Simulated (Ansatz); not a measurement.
Task: energies of removing a hydrogen of ClF₂GeH₃Si, SMILES [F][Ge]([F])([SiH3])[Cl], with the Ansatz DFT code, driven from Python. Give the script and its output. Settings (for the species named): PBE0, def2-TZVP basis, multiplicity 1, D3BJ dispersion.

```xyz
8

F     1.5201   -0.6326    1.7828
Ge    1.0768    0.0410    0.1791
F     1.9256   -0.8596   -1.0561
Si   -1.1188   -0.1515   -0.1969
Cl    1.6414    2.1257    0.0559
H    -1.9262    0.6130    0.8290
H    -1.5470   -1.5784   -0.1174
H    -1.4799    0.3853   -1.5322
```

The script, `clf2geh3si_bde.py`:
```python
"""Cost of removing each kind of hydrogen from ClF2GeH3Si, fragments frozen."""

import ansatz as az

BASIS_SET = "def2-TZVP"
FUNCTIONAL = "PBE0"
VDW = "d3bj"


def energy(molecule, charge=0, unpaired=0):
    calc = (
        molecule.calculation()
        .basis(gaussian=BASIS_SET)
        .functional(FUNCTIONAL, dispersion=VDW)
    )
    if charge:
        calc = calc.charge(charge)
    if unpaired:
        calc = calc.spin("collinear", total=unpaired)
    return calc.run(threads=1).report["free_energy_ev"]

GEOMETRY = """
F     1.52010   -0.63260    1.78280
Ge    1.07680    0.04100    0.17910
F     1.92560   -0.85960   -1.05610
Si   -1.11880   -0.15150   -0.19690
Cl    1.64140    2.12570    0.05590
H    -1.92620    0.61300    0.82900
H    -1.54700   -1.57840   -0.11740
H    -1.47990    0.38530   -1.53220
"""

def without(molecule, index):
    rest = az.Crystal.molecule()
    for i, site in enumerate(molecule.cartesian_sites):
        if i != index:
            rest = rest.atom(site.symbol, site.position_ang)
    return rest

system = az.Crystal.molecule()
for line in GEOMETRY.strip().splitlines():
    symbol, *xyz = line.split()
    system = system.atom(symbol, [float(v) for v in xyz])

whole = energy(system, 0)
hydrogen = energy(az.Crystal.molecule().atom("H", (0, 0, 0)), 0, 1)
print(f"E(molecule) = {whole:.5f} eV, E(H) = {hydrogen:.5f} eV")
for index in [7]:
    radical = energy(without(system, index), 0, 1)
    print(f"H{index}: homolysis {23.060548 * (radical + hydrogen - whole):.1f} kcal/mol")
```

```console
$ python clf2geh3si_bde.py
E(molecule) = -82387.84045 eV, E(H) = -13.63389 eV
H7: homolysis 89.1 kcal/mol
```

Caveats:
- Total energies depend on the basis set; only differences at equal settings carry meaning.
- The geometry is a force-field or estimated start, not a minimum of this method, and the basis set is short of its limit. All parts are taken at fixed geometry, without zero-point energy.
- Run time: 33 s on 1 thread of Arm Neoverse V1, with other jobs on the host, peak memory 0.77 GiB.
